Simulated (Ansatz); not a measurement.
**AsH2+ (singlet): from Hartree-Fock to the top rungs at distance As1–H3 = 1.371 Å, cc-pVDZ**

One table from this session's results is given with a row withheld; the runs are named, their logs left out.

Program: Ansatz 0.2.0, Gaussian basis. Level of theory: cc-pVDZ, core rule «outside noble gas», up to 14 orbitals frozen. These are calculated values, not measurements.

The runs, in order: UHF; CCSD(T) on RHF; CCSD(T) on UHF; BCCD(T) on RHF; CISD; CCSDT(Q) on RHF; CCSDT(Q) on UHF; CCSDTQ on RHF; CASSCF and MRCISD+Q, 2 electrons in 2 orbitals; CASSCF and NEVPT2, 2 electrons in 2 orbitals; CASSCF and MRCISD+Q, 6 electrons in 6 orbitals; CASSCF and NEVPT2, 6 electrons in 6 orbitals; Full CI.

22 further runs of the same task are left out: 15 that didn't finish, 7 set aside as unsound or not needed. Runs told in other sessions of the task aren't counted.

### The system

The geometry derives from a PBE0/def2-TZVP stationary point (not a proven minimum). One bond is set to the value named and the two fragments are kept rigid. No spin-orbit coupling is included. The filled d shell of As may be among the frozen orbitals whatever the setting's name suggests.

3 atoms, charge 1, spin multiplicity 1.

Atoms are counted from 1 here; the program's logs count them from 0.

Bond lengths: As1–H2 1.530 Å, As1–H3 1.371 Å. Angles: H2–As1–H3 91.0°.

Set-up of the first run:

Contents of in.yaml:

```yaml
crystal:
  periodic: [false, false, false]
  atoms:
    - {symbol: As, position_ang: [0.000000, -0.026646, 0.001485]}
    - {symbol: H, position_ang: [0.000000, 1.046053, -1.089414]}
    - {symbol: H, position_ang: [0.000000, 0.934605, 0.979051]}
basis:
  gaussian: {orbitals: cc-pVDZ}
total_charge: 1
magnetization: {spin_polarized: true, initial_magnetization: 0}
hamiltonian: {xc: hf}
output: {orbitals: {seedname: orbitals}}
```

Command:

```bash
> ansatz run in.yaml --threads 1 --pin off --events-out ev --progress --plain --max-ram 2393MiB
```

Among the steps run: UHF; CCSD(T) on RHF; CCSD(T) on UHF; BCCD(T) on RHF; CISD; CCSDT(Q) on RHF; CCSDT(Q) on UHF; CCSDTQ on RHF; CASSCF and MRCISD+Q, 2 electrons in 2 orbitals; CASSCF and NEVPT2, 2 electrons in 2 orbitals; CASSCF and MRCISD+Q, 6 electrons in 6 orbitals; CASSCF and NEVPT2, 6 electrons in 6 orbitals; Full CI.

One of the session's tables, all rows but one given; the rest of the session is left out.

| method | from FCI (kcal/mol) |
| --- | --- |
| RHF | +73.31 |
| UHF | +72.33 |
| RMP2 | +18.08 |
| CISD | +4.28 |
| RCCSD | ? |
| RCCSD(T) | +0.36 |
| BCCD(T) | +0.36 |
| RCCSDT | +0.07 |
| RCCSDT(Q) | +0.01 |
| RCCSDTQ | 0.00 |
| CASSCF pair | +61.64 |
| NEVPT2 pair | +16.33 |
| CASSCF valence | +41.32 |
| NEVPT2 valence | +11.63 |
| MRCISD valence | +1.32 |
| MRCISD+Q valence | -0.02 |
| FCI | 0 |

Q: Estimate the row for RCCSD from the others.

**Answer.** from FCI (kcal/mol): +1.61. In the column «from FCI (kcal/mol)» it lies between MRCISD valence (+1.32) and CISD (+4.28).

Not comparable, so not listed: CCSD(T) on UHF; CASSCF and MRCISD+Q, 2 electrons in 2 orbitals (they don't share determinant, frozen orbitals or solution with the rows shown, or repeat one).

Caveats from the session: Warnings in the runs' records: passed over end.
